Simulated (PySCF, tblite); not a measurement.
**C₇H₁₁N₃: geometry, infrared bands and NMR shifts**

Aim: predict the infrared bands and NMR shifts of C₇H₁₁N₃ (`CC(C)(C)c1nccnn1`).

Computed with tblite 0.8.0 and PySCF 2.14.0, with density-fitted response routines of our own, on a single molecule in the gas phase. Atoms are numbered from 0 throughout.

## (1) The molecule as given

21 atoms, charge 0, multiplicity 1; geometry from: force field or distance geometry start.

Bonds of the start (Å): C0–C1 1.54, C1–C2 1.53, C1–C3 1.54, C1–C4 1.53, C4–N5 1.35, N5–C6 1.35, C6–C7 1.37, C7–N8 1.35, N8–N9 1.37, N9–C4 1.35, C0–H10 1.09, C0–H11 1.11, C0–H12 1.11, C2–H13 1.10, C2–H14 1.08, C2–H15 1.11, C3–H16 1.10, C3–H17 1.08, C3–H18 1.10, C6–H19 1.08, C7–H20 1.07.

## (2) Optimising the geometry with GFN2-xTB

Job settings and geometry (Å):

```
{"job": {"kind": "relax", "xc": "GFN2-xTB", "basis": "xTB"}, "charge": 0, "multiplicity": 1}
C     -1.236600    -0.839600     1.250700
C     -0.853800    -0.291400    -0.142000
C     -1.077300    -1.385900    -1.194400
C     -1.749100     0.917300    -0.478000
C      0.624800     0.088000    -0.095800
N      0.958100     1.396300    -0.090100
C      2.284300     1.660800    -0.033600
C      3.239600     0.673800     0.022300
N      2.871400    -0.623400     0.011200
N      1.534500    -0.913800    -0.042500
H     -0.662800    -1.725400     1.519900
H     -2.307500    -1.123000     1.279400
H     -1.085700    -0.084800     2.043900
H     -0.770200    -1.039000    -2.193600
H     -0.531400    -2.290800    -0.975100
H     -2.149600    -1.652800    -1.243400
H     -2.802900     0.620000    -0.504300
H     -1.490100     1.335900    -1.443400
H     -1.658300     1.707200     0.286800
H      2.563500     2.707800    -0.015800
H      4.290100     0.879800     0.068600
```

On the command line:

```
$ OMP_NUM_THREADS=1 python probes_run.py task.json out
```

The driver reads the jobs from task.json and runs them one after another.

**Question.** This job is followed by: GFN2-xTB harmonic vibrations, gas phase; GIAO PBE0/pcSseg-1 NMR shielding, non-relativistic, gas phase. Predict these results of the whole session: strongest single infrared mode (GFN2-xTB); zero-point energy (GFN2-xTB); ¹³C shifts against TMS (PBE0/pcSseg-1, means over atoms taken as alike); ¹H shifts against TMS (PBE0/pcSseg-1, means over atoms taken as alike); ¹⁵N shifts against NH3 (PBE0/pcSseg-1).

As calculated:

| quantity | value |
| --- | --- |
| strongest single infrared mode (GFN2-xTB) | 3042 cm⁻¹, 94 km/mol |
| zero-point energy (GFN2-xTB) | 108.1 kcal/mol |
| ¹³C shifts against TMS (PBE0/pcSseg-1, means over atoms taken as alike) | 183.5, 153.4, 152.2, 41.5, 31.6 ppm |
| ¹H shifts against TMS (PBE0/pcSseg-1, means over atoms taken as alike) | 9.48, 8.59, 1.65 ppm |
| ¹⁵N shifts against NH3 (PBE0/pcSseg-1) | 496.0, 440.5, 322.3 ppm |

What this shows: Relaxing lowered the energy by 0.297 eV in 37 steps; the close pair that moved most is N8–N9, from 1.369 to 1.298 Å. No mode is imaginary among the 57: a minimum at this level. GFN2-xTB is a fitted tight-binding method: band positions and strengths are rough. Its intensities can rank the bands wrongly. At PBE0/pcSseg-1: The largest span, 979 ppm, is at N8, where the paramagnetic term is -550 ppm. NICS(1)zz of -26 ppm above the planar ring from C4 marks a diatropic (aromatic) ring current.
